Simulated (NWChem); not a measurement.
**InSiH3ClO (SMILES [SiH3][O][In][Cl]) at 3 levels**

Wanted: a comparison of 3 runs (UHF/def2-SVP, U-wB97X/def2-SVP, UPBE0/def2-SVP) of InSiH3ClO. 

Program for the calculation: NWChem 7.3.0.

## (1) The system as given

The species is InSiH3ClO (7 atoms), meant as a doublet with charge 0. SMILES: `[SiH3][O][In][Cl]`. The shape is that of a PBE0-D4/def2-TZVP optimisation. This is one conformer, not always the lowest.

Bond lengths: Si1–O2 1.634 Å, O2–In3 1.993 Å, In3–Cl4 2.351 Å, Si1–H5 1.491 Å, Si1–H6 1.486 Å, Si1–H7 1.491 Å. Angles: Si1–O2–In3 137.3°, O2–In3–Cl4 115.6°, O2–Si1–H5 111.6°, O2–Si1–H6 108.5°, O2–Si1–H7 111.6°, H5–Si1–H6 108.8°, H5–Si1–H7 107.5°, H6–Si1–H7 108.8°.

## (2) Energy and gradient at UHF/def2-SVP (core potential) (run 1)

clh3inosi.nw reads:

```
START clh3inosi
TITLE "ClH3InOSi hf"
memory total 2200 mb
GEOMETRY units au noautosym nocenter noautoz
  Si  0.03136945  2.16298052  0.87078580
  O   0.38493721 -0.83450306  0.21637364
  In -0.82694415 -3.25656503 -2.40108601
  Cl  0.62493243 -7.43267079 -1.96758284
  H   0.93768210  3.79740465 -1.23833753
  H   1.51877289  2.75484274  3.17833037
  H  -2.67093890  2.80832199  1.34151658
END
BASIS spherical bse
  * library def2-SVP
END
ECP bse
  In library def2-SVP
END
SCF
  doublet
  uhf
  thresh 1e-08
  maxiter 80
END
TASK scf gradient
```

Command:

```bash
$ nwchem clh3inosi.nw > clh3inosi.out
```

Log:

```text
[...]
  functions       =    91
[...]
  wavefunction    = UHF
[...]
         Total SCF energy =  -1014.049680455214
      One electron energy =  -2042.597805409777
      Two electron energy =    744.805376149195
 Nuclear repulsion energy =    283.742748805368
                       Sz =      0.5000
                 Sz(Sz+1) =      0.7500
                      S^2 =      0.7592
[...]
                         UHF ENERGY GRADIENTS
    atom               coordinates                        gradient
                 x          y          z           x          y          z
   1 Si      0.031369   2.162981   0.870786   -0.005071   0.001440  -0.006500
   2 O       0.384937  -0.834503   0.216374    0.004213  -0.002171   0.005050
   3 In     -0.826944  -3.256565  -2.401086    0.001442  -0.003639   0.000629
   4 Cl      0.624932  -7.432671  -1.967583   -0.002206   0.005475  -0.000990
   5 H       0.937682   3.797405  -1.238338    0.001070   0.000873  -0.000966
   6 H       1.518773   2.754843   3.178330    0.001979  -0.002152   0.001944
   7 H      -2.670939   2.808322   1.341517   -0.001427   0.000174   0.000833
[...]
```

Wall time 32 s (1 thread of AMD EPYC 7B13 (Zen 3), shared host); peak memory 0.1 GiB.

## (3) Energy and forces at U-wB97X/def2-SVP (core potential) (run 2)

run.py reads:

```python
from ase import Atoms
from ase.calculators.nwchem import NWChem

system = Atoms('SiOInClHHH', positions=[
    [0.016600, 1.144600, 0.460800],
    [0.203700, -0.441600, 0.114500],
    [-0.437600, -1.723300, -1.270600],
    [0.330700, -3.933200, -1.041200],
    [0.496200, 2.009500, -0.655300],
    [0.803700, 1.457800, 1.681900],
    [-1.413400, 1.486100, 0.709900],
])

calc = NWChem(
    label='m1',
    theory='dft',
    memory='2200 mb',
    basis='def2-SVP',
    basispar='spherical bse',
    dft={'xc': 'wb97x', 'mult': '2', 'grid': 'fine', 'convergence': 'energy 1e-08', 'iterations': '100', 'mulliken': None},
    **{'ecp bse': {'In library': 'def2-SVP'}},
)
system.calc = calc

forces = system.get_forces()
print(f"energy = {system.get_potential_energy():.6f} eV")
print("forces (eV/A):")
for s, f in zip(system.symbols, forces):
    print(f"{s:2s} {f[0]:10.5f} {f[1]:10.5f} {f[2]:10.5f}")
```

Command:

```bash
$ export ASE_NWCHEM_COMMAND="nwchem PREFIX.nwi > PREFIX.nwo"
$ python run.py
```

Log:

```text
energy = -27664.077568 eV
forces (eV/A):
Si   -0.00602    0.56492    0.20646
O     0.14249   -0.50995    0.00339
In   -0.18353    0.00859   -0.25315
Cl    0.08999   -0.26945    0.02278
H     0.03260    0.08659   -0.07888
H     0.03528    0.07127    0.07652
H    -0.11076    0.04808    0.02293
```

The calculator wrote m1.nwi:

```
title "m1"

permanent_dir m1

scratch_dir m1

start m1

geometry units angstrom nocenter noautosym noautoz
  Si 1.6600000000000000e-02 1.1446000000000001e+00 4.6079999999999999e-01
  O  2.0369999999999999e-01 -4.4159999999999999e-01 1.1450000000000000e-01
  In -4.3759999999999999e-01 -1.7233000000000001e+00 -1.2706000000000000e+00
  Cl 3.3069999999999999e-01 -3.9331999999999998e+00 -1.0411999999999999e+00
  H  4.9619999999999997e-01 2.0095000000000001e+00 -6.5529999999999999e-01
  H  8.0369999999999997e-01 1.4578000000000000e+00 1.6819000000000000e+00
  H  -1.4134000000000000e+00 1.4861000000000000e+00 7.0989999999999998e-01
end

memory 2200 mb

basis spherical bse noprint
   * library def2-SVP
end

dft
  xc wb97x
  mult 2
  grid fine
  convergence energy 1e-08
  iterations 100
  mulliken
end
ecp bse
  In library def2-SVP
end

task dft gradient
```

m1.nwo, cut to the lines that bear on the results:

```text
[...]
      One electron energy =    -2042.856706326989
[... 2 lines left out ...]
 Nuclear repulsion energy =      283.742769040051
[... 1444 lines left out ...]
          Convergence on energy requested:  1.00D-08
[... 31 lines left out ...]
          Spatial weights used:  Erf1
[...]
  wavefunction    = open shell
[...]
                         DFT ENERGY GRADIENTS
    atom               coordinates                        gradient
                 x          y          z           x          y          z
   1 Si      0.031369   2.162980   0.870786    0.000117  -0.010986  -0.004015
   2 O       0.384937  -0.834503   0.216374   -0.002771   0.009917  -0.000066
   3 In     -0.826944  -3.256565  -2.401086    0.003569  -0.000167   0.004923
   4 Cl      0.624932  -7.432670  -1.967583   -0.001750   0.005240  -0.000443
   5 H       0.937682   3.797404  -1.238337   -0.000634  -0.001684   0.001534
   6 H       1.518773   2.754843   3.178330   -0.000686  -0.001386  -0.001488
   7 H      -2.670939   2.808322   1.341516    0.002154  -0.000935  -0.000446
[...]
```

It took 81 s on 1 thread of AMD EPYC 7B13 (Zen 3), shared host; peak memory 0.15 GiB.

## (4) Energy and forces at UPBE0/def2-SVP (core potential) (run 3)

a.nw reads:

```
start a
title "ClH3InOSi"
memory stack 880 mb heap 220 mb global 1100 mb

geometry units angstrom noautosym nocenter noautoz
  Si    0.016600    1.144600    0.460800
  O     0.203700   -0.441600    0.114500
  In   -0.437600   -1.723300   -1.270600
  Cl    0.330700   -3.933200   -1.041200
  H     0.496200    2.009500   -0.655300
  H     0.803700    1.457800    1.681900
  H    -1.413400    1.486100    0.709900
end

basis spherical bse
  Si library def2-SVP
  O library def2-SVP
  In library def2-SVP
  Cl library def2-SVP
  H library def2-SVP
end

ecp bse
  In library def2-SVP
end

dft
  xc pbe0
  mult 2
  grid fine
  convergence energy 1e-08
  iterations 100
  mulliken
  noprint "final vectors analysis"
end

task dft gradient
```

Command:

```bash
$ nwchem a.nw > a.out
```

Log:

```text
[...]
          Wavefunction type:  spin polarized.
          No. of atoms     :     7
          No. of electrons :    63
[...]
          Charge           :     0
          Spin multiplicity:     2
[...]
          AO basis - number of functions:    91
[...]
              XC Information
              --------------
                         PBE0 Method XC Functional
                     Hartree-Fock (Exact) Exchange  0.250
          PerdewBurkeErnzerhof Exchange Functional  0.750
            Perdew 1991 LDA Correlation Functional  1.000 local
           PerdewBurkeErnz. Correlation Functional  1.000 non-local
[...]
 d= 0,ls=0.0,diis     1  -1016.1542084422 -1.30D+03  1.17D-02  2.10D-01     3.0
[...]
 d= 0,ls=0.0,diis    12  -1016.2728157171 -1.21D-09  1.25D-07  6.73D-11    28.7
[...]
         Total DFT energy =    -1016.272815717054
      One electron energy =    -2042.945178374444
           Coulomb energy =      818.265355106239
    Exchange-Corr. energy =      -75.335761488900
 Nuclear repulsion energy =      283.742769040051
[...]
      Total Density - Mulliken Population Analysis
     ---------------------------------------------
    Atom       Charge   Shell Charges
 -----------   ------   -------------------------------------------------------
    1 Si  14    13.43   2.00  1.98  1.01  0.14  5.93  1.26  0.82  0.30
    2 O    8     8.62   1.99  1.07  0.73  2.83  1.99  0.01
    3 In  21    20.34  -0.60  2.60  0.97  0.35  2.77  3.23  0.69  0.19  9.67  0.47
    4 Cl  17    17.27   2.00  1.99  1.26  0.71  5.93  2.11  3.27  0.01
    5 H    1     1.12   0.74  0.37  0.01
    6 H    1     1.10   0.74  0.35  0.01
    7 H    1     1.12   0.74  0.37  0.01
[...]
      <S2> =      0.7541 (Exact =     0.7500)
[...]
  wavefunction    = open shell
                         DFT ENERGY GRADIENTS
    atom               coordinates                        gradient
                 x          y          z           x          y          z
   1 Si      0.031369   2.162980   0.870786    0.000725  -0.010065  -0.002814
   2 O       0.384937  -0.834503   0.216374   -0.003861   0.008948  -0.001958
   3 In     -0.826944  -3.256565  -2.401086    0.004830  -0.000546   0.006539
   4 Cl      0.624932  -7.432670  -1.967583   -0.002298   0.006628  -0.000678
   5 H       0.937682   3.797404  -1.238337   -0.000886  -0.002300   0.001896
   6 H       1.518773   2.754843   3.178330   -0.001267  -0.001350  -0.002287
   7 H      -2.670939   2.808322   1.341516    0.002758  -0.001316  -0.000697
[...]
```

It took 39 s on 1 thread of AMD EPYC 7B13 (Zen 3), shared host; peak memory 0.13 GiB.

## (5) The series

| run | level | iteration cap | module | energy (Eh) | dipole moment (D) | HOMO energy (eV) | LUMO energy (eV) | wall time |
| --- | --- | --- | --- | --- | --- | --- | --- | --- |
| 1 | UHF/def2-SVP (core potential) | 80 | scf | -1014.049680 | 3.15 | -9.54 | -0.69 | 32 s |
| 2 | U-wB97X/def2-SVP (core potential) | 100 | dft | -1016.636108 | 2.57 | -8.95 | -2.82 | 81 s |
| 3 | UPBE0/def2-SVP (core potential) | 100 | dft | -1016.272816 | 2.51 | – | – | 39 s |

## (6) Summary of results

| quantity | value |
| --- | --- |
| run 3: total energy | -1016.27282 Eh |
| run 3: dipole moment | 2.51 D |
| run 3: ⟨S²⟩ | 0.754 |
| run 3: largest force on an atom | 0.539 eV/Å |

**Reading.** The dipole moment (its size) runs from 2.51 D (UPBE0/def2-SVP) to 3.15 D (UHF/def2-SVP). Totals of different functionals can't be ranked against each other. All runs together took 2.5 min, the longest 81 s.
